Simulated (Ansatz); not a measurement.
# GeIF₂ radical: up Jacob's ladder to CCSD(T)

Aim: compute GeIF₂ radical with functionals from several rungs and with coupled cluster, and see how far each lands from CCSD(T) at the basis-set limit for the atomisation energy.

Computed with Ansatz 0.2.0, Gaussian basis. Level: functionals in def2-TZVPP, the program's frozen cores in correlated methods.

The runs, in order: LDA (SPW92), PBE-D4, revPBE-D4, BLYP-D4, r2SCAN-D4, B97M-V, PBE0-D4, B3LYP-D4, r2SCANh-D4, r2SCAN0-D4, HSE06-D4, BHLYP-D4, CAM-B3LYP-D4, LC-ωPBE, ωB97X-V, ωB97M-V, B2PLYP, PBE-QIDH; CCSD(T)/def2-SVP; CCSD(T)/def2-TZVPP; MP2/def2-QZVPP; extrapolation to the limit; RPA on PBE.

### Step 1. The geometry

The geometry comes from an earlier relaxation with PBE0-D4 in a triple-zeta def2 set; it is a stationary point. I takes the def2 core potential; no spin-orbit term is included.

SMILES `[F][Ge]([F])[I]`, 4 atoms, charge 0, spin multiplicity 2.

Atoms are counted from 1 here; the program's logs count them from 0.

Bond lengths: F1–Ge2 1.730 Å, Ge2–F3 1.730 Å, Ge2–I4 2.526 Å. Angles: F1–Ge2–F3 102.7°, F1–Ge2–I4 109.6°, F3–Ge2–I4 109.6°.

Geometry (Å):

```xyz
4
charge 0, multiplicity 2
F     1.1455    0.7671    0.9904
Ge   -0.2041   -0.1930    0.4897
F     0.5538   -1.6202   -0.1288
I    -1.4398    0.9859   -1.3717
```

### Step 2. LDA

This LDA is Slater exchange with PW92 correlation.

File in.yaml:

```yaml
crystal:
  periodic: [false, false, false]
  atoms:
    - {symbol: F, position_ang: [1.145546, 0.767138, 0.990416]}
    - {symbol: Ge, position_ang: [-0.204066, -0.192950, 0.489654]}
    - {symbol: F, position_ang: [0.553796, -1.620250, -0.128771]}
    - {symbol: I, position_ang: [-1.439777, 0.985861, -1.371699]}
basis:
  gaussian: {orbitals: def2-TZVPP}
magnetization: {spin_polarized: true, initial_magnetization: 1}
hamiltonian: {xc: lda}
output: {orbitals: {seedname: orbitals}}
```

Started as:

```
$ ansatz run in.yaml --threads 4 --pin off --events-out ev --progress --plain --max-ram 10444MiB
```

The runs that follow: PBE-D4 (GGA); revPBE-D4 (GGA); BLYP-D4 (GGA); r2SCAN-D4 (meta-GGA); B97M-V (meta-GGA); B3LYP-D4 (hybrid); r2SCANh-D4 (hybrid); r2SCAN0-D4 (hybrid); HSE06-D4 (hybrid); BHLYP-D4 (hybrid); CAM-B3LYP-D4 (range-separated); LC-ωPBE (range-separated); ωB97X-V (range-separated); ωB97M-V (range-separated); B2PLYP (double hybrid); PBE-QIDH (double hybrid); CCSD(T) in def2-SVP; CCSD(T) in def2-TZVPP; MP2 in def2-QZVPP; RPA on PBE orbitals.

Before running them: what should the planned runs give, taken together? Wanted: atomisation energy, CCSD(T)/CBS; farthest beyond LDA; mean size of error, GGA; mean size of error, meta-GGA; mean size of error, hybrid; mean size of error, range-separated; mean size of error, double hybrid; gap, smallest and largest; T1 diagnostic.

The runs gave:

| quantity | value |
| --- | --- |
| atomisation energy, CCSD(T)/CBS | 1172.4 kJ/mol |
| functionals within 11.7 kJ/mol (1.0 %) | revPBE-D4, B97M-V, PBE0-D4, r2SCANh-D4, HSE06-D4, CAM-B3LYP-D4, ωB97X-V |
| farthest beyond LDA | BHLYP-D4 (-93.9 kJ/mol) |
| mean size of error, GGA | 23.8 kJ/mol |
| mean size of error, meta-GGA | 15.8 kJ/mol |
| mean size of error, hybrid | 29.0 kJ/mol |
| mean size of error, range-separated | 10.7 kJ/mol |
| mean size of error, double hybrid | 19.2 kJ/mol |
| gap, smallest and largest | 0.73 eV (LDA (SPW92)), 7.78 eV (LC-ωPBE) |
| T1 diagnostic | 0.0138 |
| triples share of the correlation energy | 2.8 % |

LDA overbinds by 259.8 kJ/mol (22 %). PBE-D4 is off by +55.9 kJ/mol. Double hybrids carry the basis error of their MP2 part in triple zeta, and no dispersion term here, so their miss is partly the set-up's. By mean error the best rung here is range-separated (10.7 kJ/mol) and the worst beyond LDA is hybrid (29.0 kJ/mol). The gap between the best rungs is small, so their order is not settled. The mean of the hybrids holds BHLYP, with half exact exchange. RPA and LDA stand outside this count. Misses under about 11.7 kJ/mol are within the doubt on the reference itself, which lacks core-valence correlation, spin-orbit coupling and higher excitations, and its outer-core shells are covered unevenly. All levels share the lack of spin-orbit coupling, which lowers the free heavy atoms and so the true binding. Hartree-Fock recovers 65 % of the binding; the rest is correlation. CCSD(T) in def2-SVP is off by -126.4 kJ/mol, so the small basis spoils what the method gains. Orbital gaps span 0.7 to 7.8 eV; exact exchange widens them. Correlated methods include outer-core shells of Ge, I, which these sets cover unevenly.
